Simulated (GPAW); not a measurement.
The system is Ba2Tl5V3O12.

```
Ba V Tl O
1.0
     8.15421    0.00000    0.00000
    -4.07711    7.06176    0.00000
     0.00000    0.00000    6.92128
Ba V Tl O
2 3 5 12
Direct
  0.00000 0.00000 0.23552
  0.00000 0.00000 0.76448
  0.50000 0.00000 0.00000
  0.00000 0.50000 0.00000
  0.50000 0.50000 0.00000
  0.50000 0.00000 0.50000
  0.00000 0.50000 0.50000
  0.50000 0.50000 0.50000
  0.33333 0.66667 0.22489
  0.66667 0.33333 0.77511
  0.33890 0.34334 0.81444
  0.65666 0.99556 0.81444
  0.00444 0.66110 0.81444
  0.34334 0.33890 0.18556
  0.99556 0.65666 0.18556
  0.66110 0.00444 0.18556
  0.66110 0.65666 0.18556
  0.34334 0.00444 0.18556
  0.99556 0.33890 0.18556
  0.65666 0.66110 0.81444
  0.00444 0.34334 0.81444
  0.33890 0.99556 0.81444
```

The cell was built by a generator and needn't be a form met in nature.

Base run:

```yaml
Program: GPAW 26.7.0
Functional: PW91
Potentials_or_basis: PAW data sets generated in the run's folder for this functional
Cutoff: 800 eV
Basis: pw
k_mesh: 3 × 3 × 3
Occupations: fermi-dirac, width 0.05 eV
Spin: collinear spin, ferromagnetic start
Starting_moments: "[0.0, 0.0, 2.0, 2.0, 2.0, 0.0, 0.0, 0.0, 0.0, 0.0, 0.0, 0.0, 0.0, 0.0, 0.0, 0.0, 0.0, 0.0, 0.0, 0.0, 0.0, 0.0] μB"
```

Its results: pressure 0.1 GPa; net moment 0.00 μB per cell; largest force 0.123 eV/Å.

Q: The run is repeated on the same cell with these changes: functional from PW91 to BLYP. What comes out?

A: Pressure 3.4 GPa; net moment 0.00 μB per cell; largest force 0.161 eV/Å.

BLYP binds less tightly than PW91, so the same cell stands under more pressure.

Not every run made on this cell is shown here.
